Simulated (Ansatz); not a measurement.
**Cr (bcc type): how the settings move a single-point run**

Aim: see which settings change the result for Cr (bcc type), by how much, and at what cost.

Method: reference: DFT, PBE, PAW with Ansatz's default frozen-core files, scalar-relativistic, in Ansatz 0.2.0.

1 further run of the same task is left out (it didn't finish).

### Step 1. The structure to begin with

It takes space group Im-3m (No. 229, cubic). Conventional cell: a = 2.800 Å, b = 2.800 Å, c = 2.800 Å, α = 90.00°, β = 90.00°, γ = 90.00°. Cr (site symmetry m-3m) has 8 Cr at 2.43 Å as nearest neighbours.

As a file:

```xyz
1
Lattice="-1.4001 1.4001 1.4001 1.4001 -1.4001 1.4001 1.4001 1.4001 -1.4001" Properties=species:S:1:pos:R:3 pbc="T T T"
Cr    0.0000    0.0000    0.0000
```

### Step 2. Reference

Contents of input.yaml:

```yaml
crystal:
  lattice:
    - [-1.4000769411, 1.4000769411, 1.4000769411]
    - [1.4000769411, -1.4000769411, 1.4000769411]
    - [1.4000769411, 1.4000769411, -1.4000769411]
  atoms:
    - { symbol: Cr, position: [0.0, 0.0, 0.0], spin: 2.0 }
magnetization:
  spin_polarized: true
kpoints:
  mp_grid: { grid: [21, 21, 21] }
  band_path:
    path:
      - [0.0, 0.0, 0.0]
      - [0.5, -0.5, 0.5]
      - [0.0, 0.0, 0.5]
      - [0.0, 0.0, 0.0]
      - [0.25, 0.25, 0.25]
      - [0.5, -0.5, 0.5]
      - [0.25, 0.25, 0.25]
      - [0.0, 0.0, 0.5]
    npoints: 8
scf:
  occupations: { method: fermi_dirac, width: 0.05 }
hamiltonian:
  xc: pbe
  pseudopotentials: { kind: paw }
output:
  forces: true
  stress: true
  eigenvalues: true
  populations: true
  dos: { projected: true, de: 0.2, e_range: [-14, 8] }
```

The run is started by

```console
$ ansatz run input.yaml --threads 1 --pin off --max-ram 3072MiB --backend cpu --events-out ev --progress --plain --runs-dir out
```

### Step 3. Changing settings: xc pbesol

Edit input.yaml of step 2 so:

```diff
@@ -25,3 +25,3 @@
 hamiltonian:
-  xc: pbe
+  xc: pbesol
   pseudopotentials: { kind: paw }
@@ -32,2 +32 @@
   populations: true
-  dos: { projected: true, de: 0.2, e_range: [-14, 8] }
```

**Question.** What will these runs give? Wanted: for each run, ending; energy change; pressure; gap; force.

As calculated:

| run | ending | energy change | pressure (GPa) | gap (eV) | force (eV/Å) | cycles | time |
| --- | --- | --- | --- | --- | --- | --- | --- |
| reference | converged | - | 14.7 | 0.00 | 0.00 | 10 | 6.6 s |
| 1: xc pbesol | converged | not comparable | 4.5 | 0.00 | 0.00 | 10 | 6.6 s |

Times don't compare one to one where runs were asked for different outputs or read a saved state (see the inputs); cycles may leave out searches for a lower state.

Residual by cycle in the longest SCF loop of each run; runs are numbered as in the table. The quantity is the density residual dr2, in eV.

```csv
cycle,reference,run 1
1,5.6,6.11
2,0.3,0.315
3,0.0201,0.0178
4,7.8e-4,8.1e-4
5,2.6e-4,2.4e-4
6,1.8e-7,1.0e-7
7,8.3e-8,2.3e-7
8,5.0e-10,6.9e-10
9,3.1e-11,3.1e-12
10,5.6e-13,2.4e-14
```

What this shows: A change of functional puts the total energy on another scale; the pressure goes from 14.7 to 4.5 GPa. At this fixed cell a lower pressure means that this functional prefers a smaller volume than the reference. The structure is not at rest: the sound run finds 15 GPa, so these are no properties of the relaxed crystal. 
